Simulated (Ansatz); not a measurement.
**Sb (hcp type): how the settings move a relaxation**

How sensitive is a relaxation of Sb (hcp type) to its settings? A reference run comes first, then one run with altered input.

Method: reference: DFT, PBEsol, PAW with Ansatz's default frozen-core files, scalar-relativistic, in Ansatz 0.2.0.

### 1 The system as given

The structure is hexagonal, space group P6_3/mmc (No. 194). The conventional cell has a = 3.021 Å, b = 3.021 Å, c = 4.628 Å, α = 90.00°, β = 90.00°, γ = 120.00°. Sb (site symmetry -6m2) is surrounded by 12 Sb at 2.90 to 3.02 Å.

Structure file:

```cif
data_structure
_symmetry_space_group_name_H-M 'P 1'
_symmetry_Int_Tables_number 1
_cell_length_a 3.0210
_cell_length_b 3.0210
_cell_length_c 4.6275
_cell_angle_alpha 90.000
_cell_angle_beta 90.000
_cell_angle_gamma 120.000
_cell_volume 36.58
loop_
_atom_site_label
_atom_site_type_symbol
_atom_site_fract_x
_atom_site_fract_y
_atom_site_fract_z
_atom_site_occupancy
Sb1 Sb 0.33333 0.66667 0.25000 1
Sb2 Sb 0.66667 0.33333 0.75000 1
```

### 2 Baseline

input.yaml

```yaml
crystal:
  lattice:
    - [3.021046918, 0.0, 0.0]
    - [-1.510523459, 2.616303377, 0.0]
    - [0.0, 0.0, 4.6275265513]
  atoms:
    - { symbol: Sb, position: [0.3333333333, 0.6666666667, 0.25] }
    - { symbol: Sb, position: [0.6666666667, 0.3333333333, 0.75] }
kpoints:
  mp_grid: { grid: [13, 13, 7] }
scf:
  occupations: { method: fermi_dirac, width: 0.1 }
hamiltonian:
  xc: pbesol
  pseudopotentials: { kind: paw }
output:
  forces: true
  stress: true
relax:
  f_tol: 0.005
  max_steps: 30
  cell: { stress_tol: 0.21, fix: [volume] }
```

On the command line:

```bash
$ ansatz run input.yaml --threads 1 --pin off --max-ram 2048MiB --backend cpu --events-out ev --progress --plain --runs-dir out
```

### 3 Changing settings: occupations.method tetrahedron_uncorrected, lower_state_search light, width left out

input.yaml: that of step 2 with these lines changed.

```diff
@@ -11,3 +11,4 @@
 scf:
-  occupations: { method: fermi_dirac, width: 0.1 }
+  occupations: { method: tetrahedron_uncorrected }
+  lower_state_search: light
 hamiltonian:
@@ -18,2 +19,6 @@
   stress: true
+  write_density: true
+  write_potential: true
+  elf: true
+  volumetric_format: npy
 relax:
```

What does the calculation give? Wanted: for each run, ending; energy change; pressure; gap; force.

The runs gave:

```tsv
run	ending	energy change	pressure (GPa)	gap (eV)	force (eV/Å)	cycles	time
reference	converged	0	54.8	0.00	0.00	32	13 s
1: occupations.method tetrahedron_uncorrected, lower_state_search light, width left out	converged	+107.2 meV/atom (σ→0)	55.7	0.00	0.00	21	13 s
```

Times don't compare one to one where runs were asked for different outputs or read a saved state (see the inputs); cycles may leave out searches for a lower state.

**Reading.** Changing the smearing and search for lower states moves the energy by +107.2 meV/atom (σ→0 values), and the pressure goes from 54.8 to 55.7 GPa. Semilocal functionals close small gaps, and spin-orbit coupling, left out here, moves these band edges, so the missing gap need not be the real solid's. The structure is not at rest: the sound run finds 55 GPa, so these are no properties of the relaxed crystal. 
